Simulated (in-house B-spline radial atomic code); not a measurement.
**Co¹⁵⁺: Hartree-Fock with and without relativity**

Wanted: relativistic shifts in Co¹⁵⁺, shell by shell.

Method: Hartree-Fock averaged over the configuration, non-relativistic (point nucleus) and Dirac-Coulomb (finite nucleus); spherical all-electron atom at the radial basis limit. Code: in-house B-spline radial atomic code version 1.

## 1. The system

| Item | Value |
| --- | --- |
| element | cobalt (Z = 27) |
| charge | +15 |
| electrons | 12 |
| configuration | [Ne] 3s2 |
| nucleus | point (non-relativistic run); Fermi, rms radius 3.788 fm (Dirac runs) |

Outer shells as boxes (Hund's rule):

[Ne] 3s2
```
[Ne] core
3s [↑↓]
```

## 2. Non-relativistic run

Input settings:

```ini
Z = 27
electrons = 12.0
configuration = [Ne] 3s2
hamiltonian = nr
method = hf
spin_polarised = False
```

## 3. Dirac-Coulomb run

Input settings:

```ini
Z = 27
electrons = 12.0
configuration = [Ne] 3s2
hamiltonian = dirac
method = hf
spin_polarised = False
nucleus = fermi
rms_radius = 3.7875
mass_number = 59
atomic_mass = 58.933193524
speed_of_light = 137.035999084
```

Before running: How much does each shell's level and mean radius change with the Dirac Hamiltonian, and the total energy?

**Answer**, as computed:

Levels and radii; the Dirac values are averaged over j with the occupations as weights.

| shell | ε non-rel. (eV) | ε Dirac (eV) | <r> non-rel. (bohr) | <r> Dirac (bohr) | change of <r> (%) |
| --- | --- | --- | --- | --- | --- |
| 1s | -8210.52 | -8289.06 | 0.05684 | 0.05612 | -1.27 |
| 2s | -1432.88 | -1450.47 | 0.2535 | 0.2502 | -1.30 |
| 2p | -1305.69 | -1309.71 | 0.2224 | 0.2211 | -0.58 |
| 3s | -504.37 | -508.68 | 0.6569 | 0.6510 | -0.90 |

The total energy moves by -10.59 hartree, or -0.83 %, between the two Hamiltonians (nuclear size included). The first-order mass-velocity and Darwin terms of the non-relativistic run add up to -10.10 hartree, 95 % of it. 2s shrinks most on the average over j, by -1.30 %. Spin-orbit coupling splits the 2p level by 15.424 eV. Breit terms add 0.503 hartree and QED terms 0.358 hartree.
